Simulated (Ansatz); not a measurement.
Molecular dynamics of TiSi2

The input (input.yaml):

```yaml
accuracy: low
crystal:
  lattice:
    - [4.857382, 0.0, 0.0]
    - [0.0, 8.370057, 0.0]
    - [0.0, 0.0, 8.665588]
  atoms:
    - { symbol: Ti, position: [0.50771058, 0.48168127, 0.52564733] }
    - { symbol: Ti, position: [0.80279435, 0.73248561, 0.78589428] }
    - { symbol: Si, position: [0.54922658, 0.83689696, 0.53377152] }
    - { symbol: Si, position: [0.48147635, 0.1718486, 0.52541591] }
    - { symbol: Si, position: [0.30124952, 0.06127122, 0.27166901] }
    - { symbol: Si, position: [0.27474088, 0.42430011, 0.27643608] }
    - { symbol: Ti, position: [0.02035167, -0.01556103, 0.50461061] }
    - { symbol: Ti, position: [0.27998671, 0.24187965, 0.77982869] }
    - { symbol: Si, position: [-0.00077565, 0.32568561, 0.52671434] }
    - { symbol: Si, position: [0.01407727, 0.63518732, 0.53031367] }
    - { symbol: Si, position: [0.72741211, 0.58427533, 0.27708964] }
    - { symbol: Si, position: [0.8224993, 0.89011419, 0.24246722] }
    - { symbol: Ti, position: [0.03529624, 0.49187171, 0.05105271] }
    - { symbol: Ti, position: [0.28319593, 0.74616411, 0.30802046] }
    - { symbol: Si, position: [0.0419941, 0.83573529, 0.0045453] }
    - { symbol: Si, position: [0.09068761, 0.16196113, 0.02034295] }
    - { symbol: Si, position: [0.7640457, 0.09708632, 0.76981288] }
    - { symbol: Si, position: [0.73255703, 0.38533929, 0.80098709] }
    - { symbol: Ti, position: [0.52494829, -0.01373363, 0.0280874] }
    - { symbol: Ti, position: [0.77117904, 0.24232476, 0.28055915] }
    - { symbol: Si, position: [0.50333293, 0.37632509, 0.03986344] }
    - { symbol: Si, position: [0.50094621, 0.67712366, 0.05987219] }
    - { symbol: Si, position: [0.25209882, 0.54820632, 0.81883612] }
    - { symbol: Si, position: [0.27885282, 0.90113839, 0.75483384] }
basis:
  ecutwfc: 420.0
kpoints:
  mp_grid: { grid: [3, 2, 2] }
hamiltonian:
  xc: pbesol
  pseudopotentials: { kind: paw, azcp: { folder: soft_1 } }
scf:
  occupations: { method: fermi_dirac, width: 0.17 }
  lower_state_search: "off"
md:
  timestep: 2
  n_steps: 140
  ensemble: npt_langevin
  temperature: 1400.0
  initial_velocities: maxwell_boltzmann
  seed: 663623
  friction: 0.05
  pressure: 1.0
  fix_cell: [shape]
```

Command:

```bash
$ ansatz run input.yaml --threads 2 --pin off --max-ram 5120MiB --backend cpu --events-out ev --progress --plain --runs-dir out
```

It goes on from the last frame of an earlier run, with new velocities.

Output, in part (step lines):

```
md step     0: t =     0.00 fs  T =  1341.7 K  F+E_penalty+E_count = -29746.53520634 eV  E_kin = 4.162172 eV  conserved = -29740.88158071 eV  P_inst = -1.2922 GPa  V = 352.3130 Å³  selection 1  (8 SCF iters)
md step     1: t =     2.00 fs  T =  1483.2 K  F+E_penalty+E_count = -29746.50848054 eV  E_kin = 4.601144 eV  conserved = -29740.88204425 eV  P_inst = -1.1768 GPa  V = 352.3793 Å³  selection 1  (7 SCF iters)
md step     2: t =     4.00 fs  T =  1166.4 K  F+E_penalty+E_count = -29746.50353444 eV  E_kin = 3.618330 eV  conserved = -29740.87814215 eV  P_inst = -1.5946 GPa  V = 352.6128 Å³  selection 1  (7 SCF iters)
md step     3: t =     6.00 fs  T =  1288.8 K  F+E_penalty+E_count = -29746.54581192 eV  E_kin = 3.998268 eV  conserved = -29740.87935255 eV  P_inst = -1.7179 GPa  V = 353.0183 Å³  selection 1  (7 SCF iters)
md step     4: t =     8.00 fs  T =  1457.8 K  F+E_penalty+E_count = -29746.65225566 eV  E_kin = 4.522521 eV  conserved = -29740.88144529 eV  P_inst = -1.9286 GPa  V = 353.5312 Å³  selection 1  (7 SCF iters)
md step     5: t =    10.00 fs  T =  1604.2 K  F+E_penalty+E_count = -29746.81313978 eV  E_kin = 4.976552 eV  conserved = -29740.88168887 eV  P_inst = -2.2260 GPa  V = 354.0287 Å³  selection 1  (6 SCF iters)
md step     6: t =    12.00 fs  T =  1441.2 K  F+E_penalty+E_count = -29746.93465991 eV  E_kin = 4.470807 eV  conserved = -29740.87962956 eV  P_inst = -2.6592 GPa  V = 354.3243 Å³  selection 1  (6 SCF iters)
md step     7: t =    14.00 fs  T =  1507.7 K  F+E_penalty+E_count = -29747.01952446 eV  E_kin = 4.677171 eV  conserved = -29740.87992229 eV  P_inst = -2.7206 GPa  V = 354.3722 Å³  selection 1  (6 SCF iters)
[... lines left out ...]
```

The steps, from the saved trajectory:

```json
{"time (fs)": "0", "T (K)": "1342", "potential energy less start (eV)": "0.000", "conserved less start (meV/atom)": "0.00", "P (GPa)": "-1.3", "volume (Å³)": "352.3"}
{"time (fs)": "8", "T (K)": "1458", "potential energy less start (eV)": "-0.117", "conserved less start (meV/atom)": "0.01", "P (GPa)": "-1.9", "volume (Å³)": "353.5"}
{"time (fs)": "16", "T (K)": "1422", "potential energy less start (eV)": "-0.555", "conserved less start (meV/atom)": "0.03", "P (GPa)": "-2.9", "volume (Å³)": "354.4"}
{"time (fs)": "24", "T (K)": "1404", "potential energy less start (eV)": "-0.673", "conserved less start (meV/atom)": "0.04", "P (GPa)": "-2.9", "volume (Å³)": "354.0"}
{"time (fs)": "32", "T (K)": "1352", "potential energy less start (eV)": "-0.553", "conserved less start (meV/atom)": "0.05", "P (GPa)": "-2.7", "volume (Å³)": "353.5"}
{"time (fs)": "40", "T (K)": "1420", "potential energy less start (eV)": "-0.331", "conserved less start (meV/atom)": "0.05", "P (GPa)": "-1.9", "volume (Å³)": "351.9"}
{"time (fs)": "48", "T (K)": "1349", "potential energy less start (eV)": "-0.197", "conserved less start (meV/atom)": "0.05", "P (GPa)": "-1.5", "volume (Å³)": "350.7"}
{"time (fs)": "56", "T (K)": "1700", "potential energy less start (eV)": "-0.059", "conserved less start (meV/atom)": "-0.05", "P (GPa)": "-1.3", "volume (Å³)": "351.2"}
{"time (fs)": "64", "T (K)": "1356", "potential energy less start (eV)": "0.593", "conserved less start (meV/atom)": "0.11", "P (GPa)": "-1.5", "volume (Å³)": "353.0"}
{"time (fs)": "72", "T (K)": "1475", "potential energy less start (eV)": "0.534", "conserved less start (meV/atom)": "0.04", "P (GPa)": "-2.0", "volume (Å³)": "354.5"}
{"time (fs)": "80", "T (K)": "1463", "potential energy less start (eV)": "-0.094", "conserved less start (meV/atom)": "0.05", "P (GPa)": "-2.6", "volume (Å³)": "354.2"}
{"time (fs)": "88", "T (K)": "1412", "potential energy less start (eV)": "-0.864", "conserved less start (meV/atom)": "0.01", "P (GPa)": "-3.5", "volume (Å³)": "353.9"}
{"time (fs)": "96", "T (K)": "1130", "potential energy less start (eV)": "-1.207", "conserved less start (meV/atom)": "0.06", "P (GPa)": "-4.7", "volume (Å³)": "355.3"}
{"time (fs)": "104", "T (K)": "1288", "potential energy less start (eV)": "-1.194", "conserved less start (meV/atom)": "0.02", "P (GPa)": "-4.7", "volume (Å³)": "355.7"}
{"time (fs)": "112", "T (K)": "1306", "potential energy less start (eV)": "-1.021", "conserved less start (meV/atom)": "0.11", "P (GPa)": "-3.9", "volume (Å³)": "354.3"}
{"time (fs)": "120", "T (K)": "1299", "potential energy less start (eV)": "-1.031", "conserved less start (meV/atom)": "0.08", "P (GPa)": "-2.8", "volume (Å³)": "351.6"}
{"time (fs)": "128", "T (K)": "960", "potential energy less start (eV)": "-0.332", "conserved less start (meV/atom)": "0.15", "P (GPa)": "-2.3", "volume (Å³)": "351.6"}
{"time (fs)": "136", "T (K)": "1210", "potential energy less start (eV)": "-0.362", "conserved less start (meV/atom)": "0.03", "P (GPa)": "-1.4", "volume (Å³)": "350.0"}
{"time (fs)": "144", "T (K)": "1172", "potential energy less start (eV)": "-0.405", "conserved less start (meV/atom)": "0.07", "P (GPa)": "-0.4", "volume (Å³)": "347.6"}
{"time (fs)": "152", "T (K)": "1163", "potential energy less start (eV)": "-0.577", "conserved less start (meV/atom)": "0.08", "P (GPa)": "0.7", "volume (Å³)": "344.6"}
{"time (fs)": "160", "T (K)": "1383", "potential energy less start (eV)": "-0.671", "conserved less start (meV/atom)": "0.00", "P (GPa)": "1.6", "volume (Å³)": "342.9"}
{"time (fs)": "168", "T (K)": "1327", "potential energy less start (eV)": "-0.630", "conserved less start (meV/atom)": "-0.03", "P (GPa)": "2.2", "volume (Å³)": "341.3"}
{"time (fs)": "176", "T (K)": "1266", "potential energy less start (eV)": "-0.294", "conserved less start (meV/atom)": "0.00", "P (GPa)": "3.1", "volume (Å³)": "339.6"}
{"time (fs)": "184", "T (K)": "1238", "potential energy less start (eV)": "-0.075", "conserved less start (meV/atom)": "0.01", "P (GPa)": "3.5", "volume (Å³)": "339.0"}
{"time (fs)": "192", "T (K)": "1689", "potential energy less start (eV)": "-0.127", "conserved less start (meV/atom)": "-0.14", "P (GPa)": "3.8", "volume (Å³)": "338.7"}
{"time (fs)": "200", "T (K)": "1215", "potential energy less start (eV)": "0.303", "conserved less start (meV/atom)": "0.03", "P (GPa)": "3.9", "volume (Å³)": "338.9"}
{"time (fs)": "208", "T (K)": "1346", "potential energy less start (eV)": "0.041", "conserved less start (meV/atom)": "0.00", "P (GPa)": "3.6", "volume (Å³)": "339.8"}
{"time (fs)": "216", "T (K)": "1690", "potential energy less start (eV)": "-0.563", "conserved less start (meV/atom)": "-0.19", "P (GPa)": "3.2", "volume (Å³)": "340.0"}
{"time (fs)": "224", "T (K)": "1592", "potential energy less start (eV)": "-0.733", "conserved less start (meV/atom)": "-0.20", "P (GPa)": "2.9", "volume (Å³)": "340.4"}
{"time (fs)": "232", "T (K)": "1396", "potential energy less start (eV)": "-0.415", "conserved less start (meV/atom)": "-0.06", "P (GPa)": "2.6", "volume (Å³)": "341.8"}
{"time (fs)": "240", "T (K)": "1239", "potential energy less start (eV)": "0.049", "conserved less start (meV/atom)": "0.08", "P (GPa)": "3.3", "volume (Å³)": "341.4"}
{"time (fs)": "248", "T (K)": "1552", "potential energy less start (eV)": "-0.287", "conserved less start (meV/atom)": "-0.20", "P (GPa)": "3.4", "volume (Å³)": "341.1"}
{"time (fs)": "256", "T (K)": "1445", "potential energy less start (eV)": "-0.622", "conserved less start (meV/atom)": "-0.13", "P (GPa)": "2.8", "volume (Å³)": "340.9"}
{"time (fs)": "264", "T (K)": "1197", "potential energy less start (eV)": "-0.574", "conserved less start (meV/atom)": "0.03", "P (GPa)": "2.9", "volume (Å³)": "340.1"}
{"time (fs)": "272", "T (K)": "1349", "potential energy less start (eV)": "-0.632", "conserved less start (meV/atom)": "-0.04", "P (GPa)": "3.2", "volume (Å³)": "339.4"}
{"time (fs)": "280", "T (K)": "1230", "potential energy less start (eV)": "-0.715", "conserved less start (meV/atom)": "0.03", "P (GPa)": "2.9", "volume (Å³)": "339.8"}
```

The run went to its last step. The conserved energy stayed within 0.42 meV per atom of its start (net change 0.026 meV per atom), so the integration is sound. A run of 0.28 ps of so small a system gives no equilibrium averages. Limits of this set-up: coarse k mesh, PAW files made for another functional, low accuracy level. The cell's volume went from 352 to 340 Å³.

Mean squared displacements from the first frame to the last, about the centre of mass, the cell's change included: Ti 0.05 Å², Si 0.17 Å².

Last frame:

```xyz
24
Lattice="4.7993 0.0000 0.0000 0.0000 8.2700 0.0000 0.0000 0.0000 8.5620" Properties=species:S:1:pos:R:3
Ti 2.759 4.121 4.273
Ti 3.894 6.182 6.475
Si 2.444 6.708 4.465
Si 2.785 1.496 4.513
Si 1.623 0.887 2.318
Si 1.569 3.267 2.351
Ti 0.179 0.097 4.333
Ti 1.384 2.048 6.495
Si 0.349 2.968 4.497
Si 0.284 5.410 4.227
Si 3.895 4.908 2.277
Si 3.761 7.434 2.510
Ti 0.203 3.990 0.187
Ti 1.461 6.071 2.237
Si 0.132 7.023 0.332
Si -0.007 1.382 0.267
Si 3.678 0.873 6.666
Si 3.722 3.252 6.328
Ti 2.560 0.075 0.209
Ti 3.834 2.242 2.319
Si 2.466 2.708 0.088
Si 2.603 5.595 0.239
Si 1.413 4.482 6.397
Si 1.445 7.502 6.472
```

The run took 21 min on 2 threads of Arm Neoverse V2 (shared host), peak memory 1.1 GiB.
